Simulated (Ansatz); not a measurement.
# Ba (diamond type): how the settings move a single-point run

How sensitive is a single-point run of Ba (diamond type) to its settings? A reference run comes first, then one run with altered input.

Method: reference: DFT, PBEsol, PAW with Ansatz's default frozen-core files, scalar-relativistic, in Ansatz 0.2.0.

### 1 The system as given

It takes space group Fd-3m (No. 227, cubic). The conventional cell has a = 6.820 Å, b = 6.820 Å, c = 6.820 Å, α = 90.00°, β = 90.00°, γ = 90.00°. Ba (site symmetry -43m) is surrounded by 4 Ba at 2.95 Å.

Coordinates:

```xyz
2
Lattice="0.0000 3.4102 3.4102 3.4102 0.0000 3.4102 3.4102 3.4102 0.0000" Properties=species:S:1:pos:R:3 pbc="T T T"
Ba   -0.8525   -0.8525   -0.8525
Ba    0.8525    0.8525    0.8525
```

### 2 Baseline

File input.yaml:

```yaml
crystal:
  lattice:
    - [0.0, 3.4101989255, 3.4101989255]
    - [3.4101989255, 0.0, 3.4101989255]
    - [3.4101989255, 3.4101989255, 0.0]
  atoms:
    - { symbol: Ba, position: [-0.125, -0.125, -0.125] }
    - { symbol: Ba, position: [0.125, 0.125, 0.125] }
kpoints:
  mp_grid: { grid: [9, 9, 9] }
scf:
  occupations: { method: fermi_dirac, width: 0.05 }
hamiltonian:
  xc: pbesol
  pseudopotentials: { kind: paw }
output:
  forces: true
  stress: true
  eigenvalues: true
  populations: true
```

On the command line:

```sh
> ansatz run input.yaml --threads 1 --pin off --max-ram 2048MiB --backend cpu --events-out ev --progress --plain --runs-dir out
```

### 3 Changing settings: eigensolver.kind davidson, basis.precision f64

Edit input.yaml of step 2 so:

```diff
@@ -12,2 +12,3 @@
   occupations: { method: fermi_dirac, width: 0.05 }
+  eigensolver: { kind: davidson }
 hamiltonian:
@@ -20 +21,7 @@
   populations: true
+  write_density: true
+  write_potential: true
+  elf: true
+  volumetric_format: npy
+basis:
+  precision: f64
```

Q: Predict the outcome of this session. Wanted: for each run, ending; energy change; pressure; gap; force.

**Answer**, as computed:

```
                                              run     ending  energy change  pressure (GPa)  gap (eV)  force (eV/Å)  cycles   time
                                        reference  converged              0             7.9      0.00          0.00       6  3.7 s
1: eigensolver.kind davidson, basis.precision f64  converged   0.0 meV/atom             7.9      0.00          0.00       6  5.4 s
```

Times don't compare one to one where runs were asked for different outputs or read a saved state (see the inputs); cycles may leave out searches for a lower state.

Residual by cycle in the longest SCF loop of each run; runs are numbered as in the table. The quantity is the density residual dr2, in eV.

```
cycle  reference    run 1
    1    0.00769  0.00797
    2    0.00339  0.00333
    3     8.2e-5   5.6e-5
    4     1.7e-5   7.6e-6
    5     7.0e-7   4.1e-7
    6     3.6e-8   1.9e-8
```

Energy and cycle count are those of the reference, so the change (solver and arithmetic precision) left the result and the number of cycles as they were.
